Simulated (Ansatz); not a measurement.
Here is an Ansatz input file for C3H7GeNO, SMILES N=C/C=C/[O][GeH3]. Write the same calculation for the Python package.

```yaml
crystal:
  periodic: [false, false, false]
  atoms:
    - { symbol: "N", position_ang: [2.6312, 1.0715, 0.9117] }
    - { symbol: C, position_ang: [2.5556, -0.0783, 0.3167] }
    - { symbol: C, position_ang: [1.3046, -0.6349, -0.2434] }
    - { symbol: C, position_ang: [0.0883, -0.1229, -0.0444] }
    - { symbol: O, position_ang: [-1.0165, -0.7409, -0.6235] }
    - { symbol: Ge, position_ang: [-2.6877, -0.0838, -0.3768] }
    - { symbol: H, position_ang: [1.8221, 1.7128, 1.0541] }
    - { symbol: H, position_ang: [3.4619, -0.6571, 0.1988] }
    - { symbol: H, position_ang: [1.3908, -1.5363, -0.8376] }
    - { symbol: H, position_ang: [-0.0627, 0.7585, 0.5625] }
    - { symbol: H, position_ang: [-3.7083, -0.9707, -1.1346] }
    - { symbol: H, position_ang: [-2.7563, 1.3663, -0.92] }
    - { symbol: H, position_ang: [-3.0231, -0.0842, 1.1365] }
basis:
  gaussian: { orbitals: cc-pVDZ }
hamiltonian:
  xc: cam_b3lyp
output:
  forces: true
```

On the command line:
```console
$ ansatz run input.yaml --threads 1 --pin off --max-ram 4096MiB --backend cpu --events-out ev --progress --plain --runs-dir out
Engine: ansatz 0.2.0, aarch64-unknown-linux-gnu
Functional definition: CAM-B3LYP
  parameter alpha = 0.19
  parameter beta = 0.46
  parameter omega = 0.33/bohr
  parameter ac = 0.81
  exchange = (1 - alpha - beta)*b88_x + beta*b88_x_sr(omega) + alpha*exact_x + beta*exact_x_lr(omega)
  correlation = (1 - ac)*vwn5_c + ac*lyp_c
1287 factors; integrals over basis functions are off by at most 9.8e-4 eV
426 factors; integrals over basis functions are off by at most 6.9e-6 eV
mean field evaluation 1: about -63272.1448 eV, gradient 5.3e1 eV
mean field evaluation 2: about -63270.5384 eV, gradient 6.2e1 eV
mean field evaluation 4: about -63278.0562 eV, gradient 2.8e0 eV
mean field evaluation 8: about -63278.2365 eV, gradient 1.8e-1 eV
mean field evaluation 16: about -63278.2367 eV, gradient 2.7e-4 eV
mean field -63278.23669307 eV, -2325.4323069410 hartree, gradient 3.6e-5 eV, S^2 0.000000; 0 other end points of the search recorded, 0 dependent functions left out
the calculation of the forces begins
reference -63278.23683902 eV, -2325.4323123047 hartree; 36, 36 occupied and 96, 96 virtual orbitals, 1287 factors
Total energy: -63278.23683902 eV, -2325.4323123047 hartree
Atom 0 at     2.631200     1.071500     0.911700 Å, force     1.412026    -0.788356    -0.023058 eV/Å
Atom 1 at     2.555600    -0.078300     0.316700 Å, force    -2.394685     2.825839     0.787025 eV/Å
Atom 2 at     1.304600    -0.634900    -0.243400 Å, force     0.616617    -0.210251     0.107264 eV/Å
Atom 3 at     0.088300    -0.122900    -0.044400 Å, force    -0.881057    -1.305864    -1.021739 eV/Å
Atom 4 at    -1.016500    -0.740900    -0.623500 Å, force     0.848821     0.729189     0.608776 eV/Å
Atom 5 at    -2.687700    -0.083800    -0.376800 Å, force    -0.546700     0.290512     0.141051 eV/Å
Atom 6 at     1.822100     1.712800     1.054100 Å, force     0.072980    -1.226880    -0.622244 eV/Å
Atom 7 at     3.461900    -0.657100     0.198800 Å, force     0.507695    -0.235138     0.025242 eV/Å
Atom 8 at     1.390800    -1.536300    -0.837600 Å, force    -0.098963    -0.311325    -0.230019 eV/Å
Atom 9 at    -0.062700     0.758500     0.562500 Å, force    -0.291650     0.425507     0.269084 eV/Å
Atom 10 at    -3.708300    -0.970700    -1.134600 Å, force     0.476377     0.014789     0.070970 eV/Å
Atom 11 at    -2.756300     1.366300    -0.920000 Å, force     0.126133    -0.176539     0.046367 eV/Å
Atom 12 at    -3.023100    -0.084200     1.136500 Å, force     0.152404    -0.031483    -0.158720 eV/Å
Dipole moment:    -0.696001    -0.011438    -0.083000 e Å
```

`run_energy.py`:
```python
# -*- coding: utf-8 -*-
"""Single point of C3H7GeNO."""

import json

import ansatz as az
from ase import Atoms
import numpy as np

atoms = Atoms(["N", "C", "C", "C", "O", "Ge", "H", "H", "H", "H", "H", "H", "H"], positions=[
    (2.6312, 1.0715, 0.9117),
    (2.5556, -0.0783, 0.3167),
    (1.3046, -0.6349, -0.2434),
    (0.0883, -0.1229, -0.0444),
    (-1.0165, -0.7409, -0.6235),
    (-2.6877, -0.0838, -0.3768),
    (1.8221, 1.7128, 1.0541),
    (3.4619, -0.6571, 0.1988),
    (1.3908, -1.5363, -0.8376),
    (-0.0627, 0.7585, 0.5625),
    (-3.7083, -0.9707, -1.1346),
    (-2.7563, 1.3663, -0.92),
    (-3.0231, -0.0842, 1.1365),
])
molecule = az.Crystal.molecule_from_ase(atoms)

setup = (
    molecule.calculation()
    .basis(gaussian="cc-pVDZ")
    .functional("cam_b3lyp")
    .forces()
)
outcome = setup.run(threads=1, pin="off")
rep = outcome.report

print("reference energy %16.6f eV" % rep["reference_energy_ev"])
print("total energy     %16.6f eV" % rep["free_energy_ev"])
print("occupied orbitals outside the frozen core (up, down):", rep["n_occupied"], " frozen:", rep["n_frozen"], " virtual:", rep["n_virtual"])

symbols = [site.symbol for site in molecule.cartesian_sites]
forces = np.array(rep["forces_ev_ang"])
print("largest force", round(float(np.linalg.norm(forces, axis=1).max()), 4), "eV/A, rms", round(float(np.sqrt((forces ** 2).mean())), 4))

charges = rep["charge_distribution"]
dipole = np.array(charges["dipole_moment_e_ang"]) * 4.803205
print("dipole (D): {:.3f} {:.3f} {:.3f}, length {:.3f}".format(*dipole, np.linalg.norm(dipole)))
print("atom  Mulliken   Lowdin")
for symbol, m, l in zip(symbols, charges["mulliken_charges_e"], charges["lowdin_charges_e"]):
    print(f"{symbol:4s} {m:9.3f} {l:8.3f}")
with open("c3h7geno.json", "w") as handle:
    json.dump({k: rep[k] for k in ("free_energy_ev", "reference_energy_ev", "n_occupied", "n_virtual")}, handle, indent=1)
```

```console
$ python run_energy.py
reference energy    -63278.236839 eV
total energy        -63278.236839 eV
occupied orbitals outside the frozen core (up, down): [36, 36]  frozen: 0  virtual: [96, 96]
largest force 3.7867 eV/A, rms 0.8162
dipole (D): -3.343 -0.055 -0.399, length 3.367
atom  Mulliken   Lowdin
N       -0.178    0.123
C        0.054   -0.123
C       -0.053   -0.121
C        0.191   -0.087
O       -0.415    0.117
Ge       0.502    0.260
H        0.080   -0.021
H        0.016    0.006
H       -0.015    0.019
H       -0.007    0.001
H       -0.041   -0.049
H       -0.067   -0.064
H       -0.066   -0.063
```

Total energies depend on the basis set; only differences at equal settings carry meaning. The geometry is a force-field or estimated start, not a minimum of this method, and the basis set is short of its limit. The Löwdin charges here are taken after orthogonalising the functions within each atom; they differ from plain Löwdin charges, and their signs can be unphysical. The whole script took 11 s on 1 thread of Arm Neoverse V1, with other jobs on the host, peak memory 0.46 GiB.

(Lines on the test bed's own set-up are left out of the output.)
